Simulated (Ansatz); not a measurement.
**AlCr4CuS8 (F-43m): relaxation of cell and ions**

What cell does AlCr4CuS8 (F-43m) relax to? Wanted for AlCr4CuS8 (F-43m): a relaxation of cell and ions.

All numbers are computed with Ansatz 0.2.0 through its Python package. Level of theory: DFT PBEsol+U, plane waves, PAW.

### 1 Starting point

The structure is cubic, space group F-43m (No. 216). The conventional cell has a = 9.981 Å, b = 9.981 Å, c = 9.981 Å, α = 90.00°, β = 90.00°, γ = 90.00°. Al (site symmetry -43m) is surrounded by 4 S at 2.30 Å. Cr (site symmetry 3m) is surrounded by 6 S at 2.37 to 2.46 Å. Cu (site symmetry -43m) is surrounded by 4 S at 2.31 Å. S (site symmetry 3m) is surrounded by 1 Cu at 2.31 Å and 3 Cr at 2.37 Å. S (site symmetry 3m) has 1 Al at 2.30 Å and 3 Cr at 2.46 Å in its first shell of neighbours.

No structure file is read: the coordinates are typed or built in the script.

### 2 The script

vcrelax.py reads:

```python
# -*- coding: utf-8 -*-
"""Cell relaxation of AlCr4CuS8."""

import json

import ansatz as az
from ase import Atoms
from ase.neighborlist import neighbor_list
import matplotlib.pyplot as plt
import numpy as np

SETTINGS = {
    "ecut": 470,
    "mesh": (5, 5, 5),
    "filling": "fermi_dirac",
    "width_ev": 0.1,
    "fmax": 0.03,
}

def edges_and_angles(cell):
    cell = np.asarray(cell)
    a, b, c = np.linalg.norm(cell, axis=1)
    cosines = cell[1] @ cell[2] / (b * c), cell[0] @ cell[2] / (a * c), cell[0] @ cell[1] / (a * b)
    return (a, b, c, *np.degrees(np.arccos(cosines)))

alcr4cus8 = (
    az.Lattice.fcc(9.980662)
    .space_group(216)
    .atom("Al", (0.5, 0.0, 0.0))
    .atom("Cr", (0.121398, 0.121398, 0.121398))
    .atom("Cu", (0.25, 0.25, 0.75))
    .atom("S", (0.383713, 0.383713, 0.883713))
    .atom("S", (0.867108, 0.367108, 0.867108))
    .primitive()
    .moments(Cr=3.9)
)

# part of the cell is held
job = (
    alcr4cus8.calculation()
    .functional(az.Functional.PBESOL)
    .pseudopotentials("paw")
    .basis(SETTINGS["ecut"])  # cutoff of the orbital basis
    .kpoints(*SETTINGS["mesh"])
    .occupations(SETTINGS["filling"], width=SETTINGS["width_ev"])
    .spin("collinear")
    .hubbard("Cr", "d", u_eff=5.0)  # penalises fractional filling of this shell
    .relax(force_tolerance=SETTINGS["fmax"], fix_cell=["c/a", "angles"])
)
out = job.run(threads=1, events_out="alcr4cus8.ndjson")
with open("alcr4cus8.ndjson") as stream:
    events = [json.loads(line) for line in stream]
steps = [e["data"] for e in events if e["event"] == "relax_step"]
rep = out.report
print("step   energy (eV)     max comp. (eV/A)   P (GPa)  SCF")
for s in steps:
    print(f"{s['step']:4d} {s['lagrangian_ev']:15.5f} {s['allowed_force_max_ev_ang']:12.4f} {s['pressure_gpa']:10.3f} {s['n_scf']:5d}")

first, last = steps[0], steps[-1]
symbols = [site.symbol for site in out.lattice.sites]
print(f"energy gained {first['lagrangian_ev'] - last['lagrangian_ev']:.4f} eV in {len(steps) - 1} steps")
for label, vectors in (("before", first["cell_ang"]), ("after", out.lattice.cell_ang)):
    print(label, "a b c (A) {:.4f} {:.4f} {:.4f}  angles {:.2f} {:.2f} {:.2f}".format(*edges_and_angles(vectors)), f" V = {abs(np.linalg.det(vectors)):.3f} A^3")
print("final stress xx yy zz (GPa, compression positive):", np.round(np.diag(rep["stress_gpa"]), 3) + 0.0)

final = Atoms(symbols, positions=last["positions_ang"], cell=out.lattice.cell_ang, pbc=True)
i, j, d = neighbor_list("ijd", final, 4.5)
print("neighbours within 1.15 times the shortest distance of each atom (A)")
for atom in range(len(final)):
    near = [m for m in np.argsort(d) if i[m] == atom]
    shell = [m for m in near if d[m] < 1.15 * d[near[0]]]
    print(f"{symbols[atom]}{atom} ({len(shell)}):", ", ".join(f"{symbols[j[m]]} {d[m]:.3f}" for m in shell))

change = np.array(last["positions_ang"]) @ np.linalg.inv(last["cell_ang"]) - np.array(first["positions_ang"]) @ np.linalg.inv(first["cell_ang"])
moved = np.linalg.norm(change @ np.array(last["cell_ang"]), axis=1)
print("displacement within the cell, strain taken out (A):", " ".join(f"{s}:{d:.3f}" for s, d in zip(symbols, moved)))

print("atom   start x y z (A)              end x y z (A)")
for symbol, a, b in zip(symbols, first["positions_ang"], last["positions_ang"]):
    print(f"{symbol:3s}", " ".join(f"{v:8.4f}" for v in a), "  ", " ".join(f"{v:8.4f}" for v in b))

fig, (top, bottom) = plt.subplots(2, 1, sharex=True, figsize=(4.5, 4))
top.plot([s["lagrangian_ev"] - last["lagrangian_ev"] for s in steps], "o-")
top.set_ylabel("E - E(final) (eV)")
bottom.semilogy([max(s["allowed_force_max_ev_ang"], 1e-6) for s in steps], "s-")
bottom.set(xlabel="step", ylabel="largest force (eV/A)")
fig.tight_layout()
fig.savefig("relax.png", dpi=100)

for key in ("converged", "n_iterations", "n_electrons", "n_kpoints", "n_pw", "n_symmetry_ops", "free_energy_ev", "fermi_energy_ev"):
    print(f"{key:18s} {rep[key]}")
```

### 3 The input behind the calls

The engine receives this input:

```yaml
crystal:
  lattice:
    bravais: fcc
    a: 9.980662
  space_group: 216
  atoms:
    - { symbol: Al, position: [0.5, 0.0, 0.0] }
    - { symbol: Cr, position: [0.121398, 0.121398, 0.121398] }
    - { symbol: Cu, position: [0.25, 0.25, 0.75] }
    - { symbol: S, position: [0.383713, 0.383713, 0.883713] }
    - { symbol: S, position: [0.867108, 0.367108, 0.867108] }
  reduce_to_primitive: true
basis:
  ecutwfc: 470.0
kpoints:
  mp_grid:
    grid: [5, 5, 5]
hamiltonian:
  xc: pbesol
  pseudopotentials:
    kind: paw
  hubbard:
    - { species: Cr, l: d, u_eff: 5.0 }
magnetization:
  spin_polarized: true
  per_species:
    Cr: 3.9
scf:
  occupations:
    method: fermi_dirac
    width: 0.1
relax:
  f_tol: 0.03
  cell:
    fix: [c/a, angles]
```

### 4 Launch

On the command line:

```
> python vcrelax.py
```

**Question.** What results will this script give? Wanted: free energy; moment, net / absolute; moves of the relaxation; energy gained; last largest force component; relaxed conventional cell; space group at the end.

As calculated:

| quantity | value |
| --- | --- |
| free energy | -27588.5547 eV (-1970.6110 eV/atom) |
| moment, net / absolute | 12.01 / 16.51 μB per cell |
| moves of the relaxation | 2 |
| energy gained (ahead of the last change of basis) | 3.1 meV/atom |
| last largest force component | 0.0205 eV/Å |
| relaxed conventional cell | a = 9.972 Å, b = 9.972 Å, c = 9.972 Å, α = 90.00°, β = 90.00°, γ = 90.00° |
| space group at the end | F-43m |

What this shows: Over 2 moves the cell shrank by 0.3 % in volume, and the space group stayed F-43m. Notes:
- An absolute Fermi energy rests on an arbitrary zero of the periodic potential and has no direct meaning.
- Energies along a relaxation are free energies. Rows at an unchanged volume are solved on a plane-wave basis chosen afresh for that cell, so the energy jumps there and such rows are no steps of the walk.
- Edges and angles that the script prints are those of the cell as typed, here a primitive one.
- An opening on this mesh may only mean that it misses a point where bands touch.
- The structure comes from a database of computed cells and needn't be a stable or known phase.
